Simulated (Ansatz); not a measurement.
**TaN (quintet): from Hartree-Fock to the top rungs, def2-TZVPP**

One table from this session's results is given with a row withheld; the runs are named, their logs left out.

Method: def2-TZVPP, core rule «outside noble gas», up to 5 orbitals frozen; program: Ansatz 0.2.0, Gaussian basis.

To be run: UHF; CCSD(T) on ROHF; CCSD(T) on UHF; CCSDT(Q) on ROHF; CCSDT(Q) on UHF; CASSCF and MRCISD+Q, 10 electrons in 10 orbitals; CASSCF and NEVPT2, 10 electrons in 10 orbitals.

10 further runs of the same task are left out: 5 for a known fault of the program, 5 set aside as unsound or not needed.

### What is computed

The geometry is a PBE0/def2-TZVP stationary point (not a proven minimum). No spin-orbit coupling is included. Elements past krypton take def2 core potentials.

2 atoms, charge 0, spin multiplicity 5.

Atoms are counted from 1 here; the program's logs count them from 0.

Bond lengths: Ta1–N2 1.820 Å.

Geometry (Å):

```xyz
2
NTa
Ta    0.0000    0.0000    0.0000
N     0.0000    0.0000    1.8196
```

Set-up of the first run:

File in.yaml:

```yaml
crystal:
  periodic: [false, false, false]
  atoms:
    - {symbol: Ta, position_ang: [0.000000, 0.000000, 0.000000]}
    - {symbol: N, position_ang: [0.000000, 0.000000, 1.819600]}
basis:
  gaussian: {orbitals: def2-TZVPP}
magnetization: {spin_polarized: true, initial_magnetization: 4}
hamiltonian: {xc: hf}
output: {orbitals: {seedname: orbitals}}
```

Started as:

```
ansatz run in.yaml --threads 1 --pin off --events-out ev --progress --plain --max-ram 4096MiB --backend cpu
```

Among the steps run: UHF; CCSD(T) on ROHF; CCSD(T) on UHF; CCSDT(Q) on ROHF; CCSDT(Q) on UHF; CASSCF and MRCISD+Q, 10 electrons in 10 orbitals; CASSCF and NEVPT2, 10 electrons in 10 orbitals.

One of the session's tables, all rows but one given; the rest of the session is left out.

| method | from RCCSDT(Q) (meV) |
| --- | --- |
| ROHF | +8305.5 |
| UHF | +8079.8 |
| RMP2 | +672.8 |
| UMP2 | +687.7 |
| RCCSD | +578.3 |
| UCCSD | +492.5 |
| RCCSD(T) | +39.5 |
| UCCSD(T) | -34.0 |
| RCCSDT | +18.0 |
| UCCSDT | -65.0 |
| RCCSDT(Q) | 0 |
| UCCSDT(Q) | -111.7 |
| CASSCF valence | +5537.1 |
| NEVPT2 valence | ? |
| MRCISD valence | +451.1 |
| MRCISD+Q valence | +82.6 |

**Question.** Estimate the row for NEVPT2 valence.

As computed: from RCCSDT(Q) (meV): +1119.8. In the column «from RCCSDT(Q) (meV)» it lies between UMP2 (+687.7) and CASSCF valence (+5537.1).

To keep in mind: Restricted and unrestricted rows rest on different reference determinants; where their highest levels disagree by more than a few hundredths of an eV, they describe different states and don't form one ladder.
